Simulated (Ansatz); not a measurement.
# Nb (fcc type): the cost of one run

Computed with Ansatz 0.2.0 (DFT PBEsol, with the methods named in each step, unless a step's input says otherwise).

1 further run of the same task is left out (it didn't finish). Runs told in other sessions of the task aren't counted.

## 1. Starting point

Symmetry: Fm-3m, No. 225, cubic system. Conventional cell: a = 4.121 Å, b = 4.121 Å, c = 4.121 Å, α = 90.00°, β = 90.00°, γ = 90.00°. Nb (site symmetry m-3m) is surrounded by 12 Nb at 2.91 Å.

Structure file:

```cif
data_structure
_symmetry_space_group_name_H-M 'Fm-3m'
_symmetry_Int_Tables_number 225
_cell_length_a 4.1207
_cell_length_b 4.1207
_cell_length_c 4.1207
_cell_angle_alpha 90.000
_cell_angle_beta 90.000
_cell_angle_gamma 90.000
_cell_volume 69.97
loop_
_atom_site_label
_atom_site_type_symbol
_atom_site_symmetry_multiplicity
_atom_site_Wyckoff_symbol
_atom_site_fract_x
_atom_site_fract_y
_atom_site_fract_z
_atom_site_occupancy
Nb1 Nb 4 a 0.00000 0.00000 0.00000 1
```

The file gives the conventional cell by its symmetry; the runs use the cell typed in the input.

Whether this phase is the stable one at these pressures isn't tested.

## 2. Cell relaxed at zero pressure, PAW

input.yaml

```yaml
crystal:
  lattice:
    - [0.0, 2.0603678609, 2.0603678609]
    - [2.0603678609, 0.0, 2.0603678609]
    - [2.0603678609, 2.0603678609, 0.0]
  atoms:
    - { symbol: Nb, position: [0.0, 0.0, 0.0] }
kpoints:
  mp_grid: { grid: [16, 16, 16] }
scf:
  occupations: { method: fermi_dirac, width: 0.05 }
hamiltonian:
  xc: pbesol
  pseudopotentials: { kind: paw }
output:
  forces: true
  stress: true
  write_density: true
  write_potential: true
  elf: true
  volumetric_format: npy
relax:
  f_tol: 0.005
  max_steps: 40
  cell: {}
```

On the command line:

```
$ ansatz run input.yaml --threads 1 --pin off --max-ram 2048MiB --backend cpu --events-out ev --progress --plain --runs-dir out
```

What time and memory should one allow on 1 thread of Arm Neoverse V1, shared host?

About 8.5 s, with a peak of 0.3 GiB.
